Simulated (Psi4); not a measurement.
**CH4InO (SMILES C[O][InH]) at 4 levels**

We compute a comparison of 4 runs (UB3LYP/def2-SVPD, UBHLYP/def2-SVPD, UM06-L/def2-SVPD, UPBE0/def2-SVPD) of CH4InO. 

The results are computed with Psi4 1.11.

2 further runs of the same task are left out: 2 that didn't finish.

## 1. The molecule

The species is CH4InO (7 atoms), meant as a doublet with charge 0. As SMILES, `C[O][InH]`. The C1–H5 distance was set to 1.433 Å, away from the relaxed value.

Bond lengths: C1–O2 1.400 Å, O2–In3 2.004 Å, C1–H4 1.098 Å, C1–H6 1.098 Å, In3–H7 1.778 Å. Angles: C1–O2–In3 121.6°, O2–C1–H4 110.4°, O2–C1–H6 110.4°, O2–In3–H7 114.2°, H4–C1–H6 107.6°. A long bond or contact: C1–H5 1.433 Å.

## 2. Energy and forces at UB3LYP/def2-SVPD (core potential) (run 1)

Contents of job.inp:

```
memory 1.6 GB

molecule {
  0 2
  C     -0.939618     0.548290    -0.088610
  O     -1.061218    -0.713510     0.506390
  In     0.527382    -1.904210     0.776890
  H     -1.558118     0.605490    -0.993910
  H      0.399900     0.883300    -0.471200
  H     -1.284418     1.330790     0.599890
  H      2.061282    -1.213910     0.200290
  symmetry c1
}

set basis def2-SVPD
set reference uks
set puream true
set e_convergence 1e-09
set d_convergence 1e-08
set scf_type pk
set dft_radial_points 99
set dft_spherical_points 590
set maxiter 200

result, w = gradient("b3lyp", return_wfn=True)
oeprop(w, "LOWDIN_CHARGES", "MULLIKEN_CHARGES", "QUADRUPOLE")
print_variables()
```

Run with:

```bash
$ psi4 job.inp job.out -n 1
```

job.out:

```text
[...]
    !!!  WARNING: ECP capability is in beta. Please check occupations closely.  !!!
[...]
  Running in c1 symmetry.
[...]
  Nuclear repulsion =  118.106463116119514
[...]
  Multiplicity = 2
[...]
  Nalpha       = 20
  Nbeta        = 19
[...]
    Number of basis functions: 107
[...]
   @UKS iter   1:  -305.35670480389564   -7.79307e-01   8.60362e-03 DIIS/ADIIS
[...]
   @UKS iter  14:  -305.78330698423224   -5.22959e-12   4.22768e-09 DIIS
[...]
   @S^2 Observed:                7.554753404E-01
[...]
  @UKS Final Energy:  -305.78330698423224
   => Energetics <=
    Nuclear Repulsion Energy =            118.1064631161195138
    One-Electron Energy =                -727.1941475686685408
    Two-Electron Energy =                 329.3868208775767812
    DFT Exchange-Correlation Energy =     -26.0824434092599411
    Empirical Dispersion Energy =           0.0000000000000000
    VV10 Nonlocal Energy =                  0.0000000000000000
    Total Energy =                       -305.7833069842322402
[...]
  -Total Gradient:
     Atom            X                  Y                   Z
    ------   -----------------  -----------------  -----------------
       1       -0.057508622331    -0.003477322278     0.011522542001
       2        0.008345031306    -0.019550474784     0.007467124826
       3       -0.010049899035     0.013294438257    -0.004334254845
       4       -0.004031696000    -0.000487880783     0.006095535213
       5        0.072116142249     0.016580124498    -0.019941342076
       6       -0.005460675311    -0.004331361799    -0.002316734227
       7       -0.003391297966    -0.002036226249     0.001507853326
[...]
```

Run time: 2.1 min. Hardware: 1 thread of Intel Xeon at 2.50GHz (Skylake/Cascade Lake), shared host; peak memory 0.62 GiB.

## 3. Energy and gradient at UBHLYP/def2-SVPD (core potential) (run 2)

Contents of input.in:

```
memory 1600 MB

molecule mol {
  0 2
  C     -0.939618     0.548290    -0.088610
  O     -1.061218    -0.713510     0.506390
  In     0.527382    -1.904210     0.776890
  H     -1.558118     0.605490    -0.993910
  H      0.399900     0.883300    -0.471200
  H     -1.284418     1.330790     0.599890
  H      2.061282    -1.213910     0.200290
  symmetry c1
}

set {
  basis                def2-SVPD
  reference            uks
  puream               true
  e_convergence        1e-09
  d_convergence        1e-08
  scf_type             pk
  dft_radial_points    99
  dft_spherical_points 590
  maxiter              200
}

energy_value, wavefunction = gradient("bhhlyp", return_wfn=True)
oeprop(wavefunction, "LOWDIN_CHARGES", "QUADRUPOLE", "MAYER_INDICES", title="BHHLYP")
print_variables()
```

Run with:

```bash
$ psi4 -i input.in -o input.out -n 1
```

input.out:

```text
[...]
    !!!  WARNING: ECP capability is in beta. Please check occupations closely.  !!!
[...]
  Running in c1 symmetry.
[...]
  Nuclear repulsion =  118.106463116119514
[...]
  Multiplicity = 2
[...]
  Nalpha       = 20
  Nbeta        = 19
[...]
    Number of basis functions: 107
[...]
   @UKS iter   1:  -305.26080738702689   -1.06650e+00   7.25642e-03 ADIIS/DIIS
[...]
   @UKS iter  15:  -305.56078954271578   -8.52651e-12   5.73039e-09 DIIS
[...]
   @S^2 Observed:                7.596919118E-01
[...]
  @UKS Final Energy:  -305.56078954271578
   => Energetics <=
    Nuclear Repulsion Energy =            118.1064631161195138
    One-Electron Energy =                -727.3297230504622348
    Two-Electron Energy =                 320.3916732868716508
    DFT Exchange-Correlation Energy =     -16.7292028952446543
    Empirical Dispersion Energy =           0.0000000000000000
    VV10 Nonlocal Energy =                  0.0000000000000000
    Total Energy =                       -305.5607895427157814
[...]
  -Total Gradient:
     Atom            X                  Y                   Z
    ------   -----------------  -----------------  -----------------
       1       -0.057244315973    -0.000603790652     0.010174616920
       2       -0.001404403517    -0.024178024209     0.011238026813
       3       -0.005946084852     0.006228877214    -0.001818570766
       4       -0.007560300072    -0.000165848920     0.001053857871
       5        0.079667915332     0.018868321517    -0.022280353524
       6       -0.007461963475     0.000039439017     0.001537169922
       7       -0.000038669355    -0.000194692208     0.000095778587
[...]
```

Run time: 2.1 min. Hardware: 1 thread of Intel Xeon at 2.50GHz (Skylake/Cascade Lake), shared host; peak memory 0.62 GiB.

Run 3 isn't shown in full; the table further down has it.

## 4. Energy and forces at UPBE0/def2-SVPD (core potential) (run 4)

Contents of calc.py:

```python
import psi4

psi4.set_memory('1600 MB')
psi4.set_num_threads(1)
psi4.set_output_file('ch4ino.out', False)

mol = psi4.geometry("""
0 2
C     -0.939618     0.548290    -0.088610
O     -1.061218    -0.713510     0.506390
In     0.527382    -1.904210     0.776890
H     -1.558118     0.605490    -0.993910
H      0.399900     0.883300    -0.471200
H     -1.284418     1.330790     0.599890
H      2.061282    -1.213910     0.200290
symmetry c1
no_reorient
no_com
""")

options = {'basis': 'def2-SVPD', 'reference': 'uks', 'puream': True, 'e_convergence': 1e-09, 'd_convergence': 1e-08, 'scf_type': 'pk', 'dft_radial_points': 99, 'dft_spherical_points': 590, 'maxiter': 200}
psi4.set_options(options)

energy_value, wavefunction = psi4.gradient("pbe0", return_wfn=True)
psi4.oeprop(wavefunction, "DIPOLE", "QUADRUPOLE", "WIBERG_LOWDIN_INDICES")
print('gradient / Eh bohr^-1')
print(energy_value.np.round(6))
print(f'energy = {wavefunction.energy():.10f} Eh')
```

Run with:

```bash
$ python calc.py
```

ch4ino.out:

```text
[...]
    !!!  WARNING: ECP capability is in beta. Please check occupations closely.  !!!
[...]
  Running in c1 symmetry.
[...]
  Nuclear repulsion =  118.106463116119500
[...]
  Multiplicity = 2
[...]
  Nalpha       = 20
  Nbeta        = 19
[...]
    Number of basis functions: 107
[...]
   @UKS iter   1:  -305.19713937990736   -8.52321e-01   8.11778e-03 DIIS/ADIIS
[...]
   @UKS iter  14:  -305.57842159862417   -8.29914e-12   6.46066e-09 DIIS
[...]
   @S^2 Observed:                7.562422911E-01
[...]
  @UKS Final Energy:  -305.57842159862417
   => Energetics <=
    Nuclear Repulsion Energy =            118.1064631161194995
    One-Electron Energy =                -727.2374496199290661
    Two-Electron Energy =                 327.9036849148425858
    DFT Exchange-Correlation Energy =     -24.3511200096571727
    Empirical Dispersion Energy =           0.0000000000000000
    VV10 Nonlocal Energy =                  0.0000000000000000
    Total Energy =                       -305.5784215986241747
[...]
  -Total Gradient:
     Atom            X                  Y                   Z
    ------   -----------------  -----------------  -----------------
       1       -0.061202255313     0.002010478569     0.009660144553
       2        0.004109029073    -0.021324871217     0.008998138313
       3       -0.007845190529     0.007350061788    -0.002004780942
       4       -0.003832966827    -0.000421009736     0.006097434102
       5        0.074852569830     0.017478203180    -0.020820292581
       6       -0.005280111924    -0.004314244830    -0.002422927456
       7       -0.000785590535    -0.000783759399     0.000491984724
[...]
```

Standard output:

```text
gradient / Eh bohr^-1
[[-0.061202  0.00201   0.00966 ]
 [ 0.004109 -0.021325  0.008998]
 [-0.007845  0.00735  -0.002005]
 [-0.003833 -0.000421  0.006097]
 [ 0.074853  0.017478 -0.02082 ]
 [-0.00528  -0.004314 -0.002423]
 [-0.000786 -0.000784  0.000492]]
energy = -305.5784215986 Eh
```

Run time: 2.3 min. Hardware: 1 thread of Intel Xeon at 2.50GHz (Skylake/Cascade Lake), shared host; peak memory 0.63 GiB.

## 5. Overview of the runs

| run | level | energy (Eh) | dipole moment (D) | HOMO energy (eV) | LUMO energy (eV) | wall time |
| --- | --- | --- | --- | --- | --- | --- |
| 1 | UB3LYP/def2-SVPD (core potential) | -305.783307 | 1.41 | -5.94 | -3.59 | 2.1 min |
| 2 | UBHLYP/def2-SVPD (core potential) | -305.560790 | 1.62 | -7.01 | -2.48 | 2.1 min |
| 3 | UM06-L/def2-SVPD (core potential) | -305.832224 | 1.39 | -4.99 | -4.08 | 4.7 min |
| 4 | UPBE0/def2-SVPD (core potential) | -305.578422 | 1.45 | -6.14 | -3.18 | 2.3 min |

## 6. Outcome

| quantity | value |
| --- | --- |
| run 4: total energy | -305.57842 Eh |
| run 4: dipole moment | 1.45 D |
| run 4: HOMO energy (highest over α and β) | -6.14 eV |
| run 4: LUMO energy (lowest over α and β) | -3.18 eV |
| run 4: ⟨S²⟩ | 0.756 |
| run 4: largest force on an atom | 4.095 eV/Å |

The dipole moment (its size) runs from 1.39 D (UM06-L/def2-SVPD) to 1.62 D (UBHLYP/def2-SVPD). Totals of different functionals can't be ranked against each other. All runs together took 11 min, the longest 4.7 min.
